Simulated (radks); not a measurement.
**Polarisabilities and dispersion coefficients of Ar, K⁺, Ca²⁺ and others**

An exercise on one series of results from a longer session: the logs are not shown, and one member is left open.

The numbers are computed with radks (a radial shooting solver on a logarithmic mesh, Libxc functionals) version 1 (scalar-relativistic Kohn-Sham, LB94 model potential, spin-polarised, spherical densities, finite nucleus), except any that are marked as measured or tabulated.

### The system

```
species : Ar ([Ar]), K⁺ ([Ar]), Ca²⁺ ([Ar]), Sc³⁺ ([Ar]), Ti⁴⁺ ([Ar]), V⁵⁺ ([Ar]), Cr⁶⁺ ([Ar]), Mn⁷⁺ ([Ar]), Fe⁸⁺ ([Ar])
```

LB94 adds a gradient term to the LDA potential that gives it a −1/r tail. It is a model potential with no energy functional, so Etot and Exc are not given.

The first run:

Settings of this run:

```text
Z 18
configuration [Ar]
relativity scalar-relativistic
functional lda,pw
model_potential LB94
spin polarised
nucleus finite rms 3.4274 fm
c 137.035999084
response adiabatic LDA kernel
```

Among the steps run: Ar, [Ar]; K⁺, [Ar]; Ca²⁺, [Ar]; Sc³⁺, [Ar]; Ti⁴⁺, [Ar]; V⁵⁺, [Ar]; Cr⁶⁺, [Ar]; Mn⁷⁺, [Ar]; Fe⁸⁺, [Ar].

One table of the session follows, with a row left open; its other results are not shown here.

| species | −ε(HOMO) (eV) | α (bohr³) | α uncoupled (bohr³) | C6 (hartree bohr⁶) | C8 (hartree bohr⁸) |
| --- | --- | --- | --- | --- | --- |
| Ar | 15.736 | 11.45 | 17.38 | 67.03 | 1729 |
| K⁺ | 31.329 | 5.741 | 8.918 | 24.79 | 430.8 |
| Ca²⁺ | ? | ? | ? | ? | ? |
| Sc³⁺ | 72.729 | 2.204 | 3.496 | 5.894 | 58.66 |
| Ti⁴⁺ | 98.323 | 1.525 | 2.432 | 3.345 | 26.71 |
| V⁵⁺ | 127.11 | 1.105 | 1.766 | 2.025 | 13.29 |
| Cr⁶⁺ | 159.05 | 0.8285 | 1.327 | 1.288 | 7.082 |
| Mn⁷⁺ | 194.13 | 0.6384 | 1.023 | 0.8528 | 3.985 |
| Fe⁸⁺ | 232.33 | 0.5029 | 0.8055 | 0.5834 | 2.346 |

Q: Estimate the row for Ca²⁺ from the others.

The run gave: −ε(HOMO) (eV): 50.372; α (bohr³): 3.392; α uncoupled (bohr³): 5.338; C6 (hartree bohr⁶): 11.34; C8 (hartree bohr⁸): 145.4. In the column «−ε(HOMO) (eV)» it lies between K⁺ (31.329) and Sc³⁺ (72.729).

Uncoupled leaves out the potential induced by the response; C8 is given only where no p, d or f shell is open.
